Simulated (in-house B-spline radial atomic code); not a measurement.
# Tb⁹⁺: excited configurations

How much energy does it take to promote electrons of Tb⁹⁺ to other shells? Each configuration is solved by itself and compared with the reference.

Method: Dirac-Hartree-Fock, average of configuration, Fermi nucleus, basis-set limit. Code: in-house B-spline radial atomic code version 1.

**1. The system**

| Quantity | Value |
| --- | --- |
| element | terbium (Z = 65) |
| charge | +9 |
| electrons | 56 |
| configuration | [Kr] 4d10 4f6 5s2 5p2 |
| Hamiltonian | Dirac-Coulomb |
| nucleus | Fermi, rms radius 5.060 fm |

Outer shells as boxes (Hund's rule):

[Kr] 4d10 4f6 5s2 5p2
```
[Kr] core
4d [↑↓][↑↓][↑↓][↑↓][↑↓]
4f [↑ ][↑ ][↑ ][↑ ][↑ ][↑ ][  ]
5s [↑↓]
5p [↑ ][↑ ][  ]
```

The boxes draw the filling by Hund's rule, which heavy ions in jj coupling don't follow; these runs average over all states of the configuration.

Settings, as recorded:

```ini
Z = 65
electrons = 56.0
configuration = [Kr] 4d10 4f6 5s2 5p2
hamiltonian = dirac
method = hf
spin_polarised = False
nucleus = fermi
rms_radius = 5.06
mass_number = 159
atomic_mass = 158.925353707
speed_of_light = 137.035999084
```

This reference run was done before. Its total energy is -11690.495708 hartree, and its levels are (the highest eight at most):

```tsv
orbital	occupation	energy (eV)	<r> (bohr)
4p3/2	4	-460.62	0.5769
4d3/2	4	-326.80	0.6054
4d5/2	6	-320.12	0.6151
5s1/2	2	-185.82	1.192
4f5/2	2.57143	-165.80	0.6981
4f7/2	3.42857	-164.84	0.7035
5p1/2	0.666667	-162.04	1.269
5p3/2	1.33333	-155.05	1.321
```

**2. Run with [Kr] 4d10 4f6 5s2 5p1 7g1**

Settings, as recorded:

```ini
Z = 65
electrons = 56.0
configuration = [Kr] 4d10 4f6 5s2 5p1 7g1
hamiltonian = dirac
method = hf
spin_polarised = False
nucleus = fermi
rms_radius = 5.06
mass_number = 159
atomic_mass = 158.925353707
speed_of_light = 137.035999084
```

**3. Run with [Kr] 4d10 4f6 5s2 5p1 5f1**

Settings: those of step 2 with these lines changed.

```diff
@@ -2,3 +2,3 @@
 electrons = 56.0
-configuration = [Kr] 4d10 4f6 5s2 5p1 7g1
+configuration = [Kr] 4d10 4f6 5s2 5p1 5f1
 hamiltonian = dirac
```

**4. Configuration [Kr] 4d10 4f6 5s2 5p1 6d1**

Settings: those of step 3 with these lines changed.

```diff
@@ -2,3 +2,3 @@
 electrons = 56.0
-configuration = [Kr] 4d10 4f6 5s2 5p1 5f1
+configuration = [Kr] 4d10 4f6 5s2 5p1 6d1
 hamiltonian = dirac
```

**5. Configuration [Kr] 4d10 4f5 5s2 5p2 8p1**

Settings: those of step 4 with these lines changed.

```diff
@@ -2,3 +2,3 @@
 electrons = 56.0
-configuration = [Kr] 4d10 4f6 5s2 5p1 6d1
+configuration = [Kr] 4d10 4f5 5s2 5p2 8p1
 hamiltonian = dirac
```

**6. Configuration [Kr] 4d10 4f7 5s2 5p1**

Settings: those of step 5 with these lines changed.

```diff
@@ -2,3 +2,3 @@
 electrons = 56.0
-configuration = [Kr] 4d10 4f5 5s2 5p2 8p1
+configuration = [Kr] 4d10 4f7 5s2 5p1
 hamiltonian = dirac
```

**7. Run with [Kr] 4d9 4f6 5s2 5p2 5g1**

Settings: those of step 6 with these lines changed.

```diff
@@ -2,3 +2,3 @@
 electrons = 56.0
-configuration = [Kr] 4d10 4f7 5s2 5p1
+configuration = [Kr] 4d9 4f6 5s2 5p2 5g1
 hamiltonian = dirac
```

Before running: How far above the reference does each configuration lie (order and size, in eV)?

**Answer**, as computed:

| net move | configuration | energy above the reference (eV) | with Breit, QED, recoil (eV) | largest <r> (bohr) |
| --- | --- | --- | --- | --- |
| 5p → 4f | [Kr] 4d10 4f7 5s2 5p1 | 2.820 | 2.576 | 1.34 |
| 5p → 5f | [Kr] 4d10 4f6 5s2 5p1 5f1 | 79.731 | 79.585 | 2.07 |
| 5p → 6d | [Kr] 4d10 4f6 5s2 5p1 6d1 | 89.903 | 89.785 | 2.82 |
| 4f → 8p | [Kr] 4d10 4f5 5s2 5p2 8p1 | 124.88 | 125.03 | 5.50 |
| 5p → 7g | [Kr] 4d10 4f6 5s2 5p1 7g1 | 128.59 | 128.46 | 6.13 |
| 4d → 5g | [Kr] 4d9 4f6 5s2 5p2 5g1 | 262.77 | 262.65 | 2.60 |

Quantum defects of the promoted electron, δ = n − ζ/√(−2ε) with ζ = 10 and ε its orbital energy in hartree:

| promotion | δ |
| --- | --- |
| 5p → 6d | 1.497 |
| 4f → 8p | 1.936 |
| 5p → 7g | 0.080 |

**Reading.** The energies run from 2.820 eV (5p → 4f) to 262.77 eV (4d → 5g). Koopmans' estimate of the ionisation threshold is 155.05 eV; 1 configuration exceeds it by over 2 % and could autoionise. Of those tabulated, the defect is largest for 8p (1.94) and least for 7g (0.08): low angular momentum penetrates the core, high angular momentum stays outside it. Two partly filled shells share a symmetry and can mix in the average, which may lower the energy, for: 5p → 5f; 4f → 8p. These are averages over configurations, without correlation, not spectroscopic levels.
